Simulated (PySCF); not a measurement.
# C4HBF2: the cost of one run

Programs: PySCF 2.14.0, with density-fitted response routines of our own. Each step states its level of theory. These are calculated values for one molecule in the gas phase, unless marked as measured. Atoms count from 0, in the outputs and in this text.

## Step 1: Starting geometry

8 atoms, charge 0, multiplicity 1; geometry from: GFN2-xTB. The atoms were then displaced at random by about 0.01 Å, so the start is not that level's minimum.

Bonds of the start (Å): C0–C1 1.23, C1–C2 1.37, C2–C3 1.16, C3–B4 1.54, B4–F5 1.33, B4–F6 1.31, C0–H7 1.04.

## Step 2: Geometry optimisation at PBE0-D3(BJ)/def2-SVP

The job: settings as JSON, then the geometry in Å.

```
{"job": {"xc": "PBE0", "basis": "def2-SVP", "d3": "d3bj", "grid": 1, "shake": 0.01, "kind": "geom"}, "charge": 0, "multiplicity": 1}
C      2.888040    -0.367620     1.079900
C      1.698250    -0.209440     0.789950
C      0.375130    -0.051850     0.465580
C     -0.743220     0.093780     0.183360
B     -2.233470     0.261820    -0.179410
F     -2.766780     1.456340    -0.406960
F     -3.058180    -0.747100    -0.269310
H      3.895360    -0.455070     1.319250
```

On the command line:

```bash
> OMP_NUM_THREADS=1 python probes_run.py task.json out
```

One launch serves the whole session: the jobs run in the order shown.

Q: Estimate the wall time and peak memory of this first job on 1 thread of Arm Neoverse V2, shared host.

About 21 s, with a peak of 0.41 GiB.
